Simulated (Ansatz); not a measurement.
Crystal: MnCuAs.

```
CELL_PARAMETERS angstrom
3.69949 0.00000 0.00000
0.00000 3.69949 0.00000
0.00000 0.00000 6.40842
ATOMIC_POSITIONS crystal
As 0.50000 0.00000 0.22375
As 0.00000 0.50000 0.77625
Cu 0.50000 0.50000 0.50000
Cu 0.00000 0.00000 0.50000
Mn 0.50000 0.00000 0.83598
Mn 0.00000 0.50000 0.16402
```

The cell is a database's computed one.

Base run:

```yaml
Program: Ansatz 0.2.0
Functional: PBE
Potentials_or_basis: Ansatz PAW
Cutoff: "420 eV (not typed: the program's choice for these potentials)"
k_mesh: 7 × 7 × 4
Occupations: fermi-dirac, width 0.05 eV
Spin: collinear spin, random start
Starting_moments: "[0.0, 0.0, 0.07, 0.27, 0.18, 2.98] μB"
```

Its results: band gap on the k mesh none (metal or under the smearing width); pressure -0.5 GPa; largest force 0.451 eV/Å.

Problem. The run is repeated on the same cell with these changes: spin from collinear spin, random start to no spin polarisation. What comes out?

Solution. Band gap on the k mesh none (metal or under the smearing width); pressure -13.5 GPa; largest force 0.960 eV/Å.

Caveats: the starting moments weren't kept (some runs).
